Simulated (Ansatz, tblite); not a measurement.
# SiCl(vinyl)3 (C6H9ClSi): one state, many levels

The task here is to estimate one member of a computed series from the others.

The runs use Ansatz 0.2.0, Gaussian basis; as each input shows.

Plan: GFN1-xTB, GFN2-xTB, PBE-D4/def2-TZVP, r2SCAN-D4/def2-TZVP, CAM-B3LYP-D4/def2-TZVP, r2SCANh-D4/def2-TZVP, LDA/def2-TZVP, PBE-D4/def2-SVP, PBE0-D4/def2-SVP, HF/6-31G, B3LYP-D4/6-31G, CCSD(T)/def2-SVP, MP2/def2-TZVP, RPA/def2-TZVP.

2 further runs of the same task are left out: 2 set aside as unsound or not needed.

**The relaxed structure**

The geometry is that of the singlet, from an earlier relaxation (PBE-D4/def2-SVP).

17 atoms, charge 0, spin multiplicity 1.

Bond lengths: Si1–Cl2 2.100 Å, Si1–C3 1.876 Å, Si1–C8 1.876 Å, Si1–C13 1.876 Å, C3–C4 1.347 Å, C3–H5 1.108 Å, C4–H6 1.104 Å, C4–H7 1.104 Å, C8–C9 1.347 Å, C8–H10 1.108 Å, C9–H11 1.104 Å, C9–H12 1.104 Å, C13–C14 1.347 Å, C13–H15 1.108 Å, C14–H16 1.104 Å, C14–H17 1.104 Å. Angles: Cl2–Si1–C3 108.5°, Cl2–Si1–C8 108.5°, Cl2–Si1–C13 108.5°, C3–Si1–C8 110.4°, C3–Si1–C13 110.4°, C8–Si1–C13 110.4°, Si1–C3–C4 125.0°, Si1–C3–H5 116.7°, C4–C3–H5 118.2°, C3–C4–H6 121.3°, C3–C4–H7 122.0°, H6–C4–H7 116.7°, Si1–C8–C9 125.1°, Si1–C8–H10 116.7°, C9–C8–H10 118.2°, C8–C9–H11 121.3°, C8–C9–H12 122.0°, H11–C9–H12 116.7° and more.

PBE0-D4/def2-TZVP was run before; its log isn't repeated, and its numbers join the tables.

The first run:

Tight binding, by tblite at 300 K electronic temperature and without a spin-polarisation term:

```python
tblite.interface.Calculator('GFN1-xTB', numbers, positions, charge=0, uhf=0).singlepoint()
```

Tight binding, by tblite at 300 K electronic temperature and without a spin-polarisation term:

```python
tblite.interface.Calculator('GFN2-xTB', numbers, positions, charge=0, uhf=0).singlepoint()
```

start.molden holds the orbitals of an earlier run on this state, given as this run's starting guess.

File in.yaml:

```yaml
crystal:
  periodic: [false, false, false]
  atoms:
    - {symbol: Si, position_ang: [-0.001190, 0.001439, 0.049791]}
    - {symbol: Cl, position_ang: [0.023831, 0.010539, 2.149534]}
    - {symbol: C, position_ang: [1.747794, -0.282921, -0.565211]}
    - {symbol: C, position_ang: [2.822501, -0.480093, 0.222866]}
    - {symbol: H, position_ang: [1.895321, -0.287317, -1.663336]}
    - {symbol: H, position_ang: [2.733932, -0.484857, 1.323052]}
    - {symbol: H, position_ang: [3.831762, -0.643909, -0.193720]}
    - {symbol: C, position_ang: [-0.642125, 1.660388, -0.545780]}
    - {symbol: C, position_ang: [-0.990936, 2.687345, 0.253357]}
    - {symbol: H, position_ang: [-0.735930, 1.793984, -1.641683]}
    - {symbol: H, position_ang: [-0.918342, 2.609651, 1.351976]}
    - {symbol: H, position_ang: [-1.362114, 3.644809, -0.152219]}
    - {symbol: C, position_ang: [-1.129697, -1.381341, -0.526511]}
    - {symbol: C, position_ang: [-1.818938, -2.206629, 0.285149]}
    - {symbol: H, position_ang: [-1.228107, -1.520566, -1.621317]}
    - {symbol: H, position_ang: [-1.757813, -2.114132, 1.383316]}
    - {symbol: H, position_ang: [-2.469960, -3.006391, -0.109252]}
basis:
  gaussian: {orbitals: def2-TZVP, initial_orbitals: start.molden}
hamiltonian: {xc: pbe, dispersion: d4}
scf: {omitted_lower_state_checks: [starts]}
output: {orbitals: {seedname: orbitals}}
```

Run with:

```
> ansatz run in.yaml --threads 4 --pin off --events-out ev --progress --plain --max-ram 8704MiB
```

Among the steps run: PBE-D4/def2-TZVP; r2SCAN-D4/def2-TZVP; CAM-B3LYP-D4/def2-TZVP; r2SCANh-D4/def2-TZVP; LDA/def2-TZVP; PBE-D4/def2-SVP; PBE0-D4/def2-SVP; HF/6-31G; B3LYP-D4/6-31G; CCSD(T)/def2-SVP; MP2/def2-TZVP; RPA/def2-TZVP.

One table of the session follows, with a row left open; its other results are not shown here.

It belongs to the step «Binding energy». 

| method | binding an atom (eV) |
| --- | --- |
| HF/6-31G | 2.992 |
| HF/def2-SVP | 3.266 |
| HF/def2-TZVP | 3.219 |
| LDA/def2-TZVP | 4.894 |
| PBE-D4/def2-SVP | 4.444 |
| PBE-D4/def2-TZVP | 4.413 |
| r2SCAN-D4/def2-TZVP | 4.323 |
| r2SCANh-D4/def2-TZVP | 4.298 |
| B3LYP-D4/6-31G | 4.157 |
| PBE0-D4/def2-SVP | 4.375 |
| PBE0-D4/def2-TZVP | 4.342 |
| CAM-B3LYP-D4/def2-TZVP | 4.311 |
| MP2/def2-SVP | 4.171 |
| MP2/def2-TZVP | ? |
| CCSD/def2-SVP | 4.069 |
| CCSD(T)/def2-SVP | 4.121 |

Estimate the missing values for MP2/def2-TZVP.

**Answer.** binding an atom (eV): 4.237. In the column «binding an atom (eV)» it lies between MP2/def2-SVP (4.171) and r2SCANh-D4/def2-TZVP (4.298).

Limits of these values: Free atoms were run apart at each level; binding is atoms less cluster, divided by the number of atoms, without zero-point or spin-orbit terms.
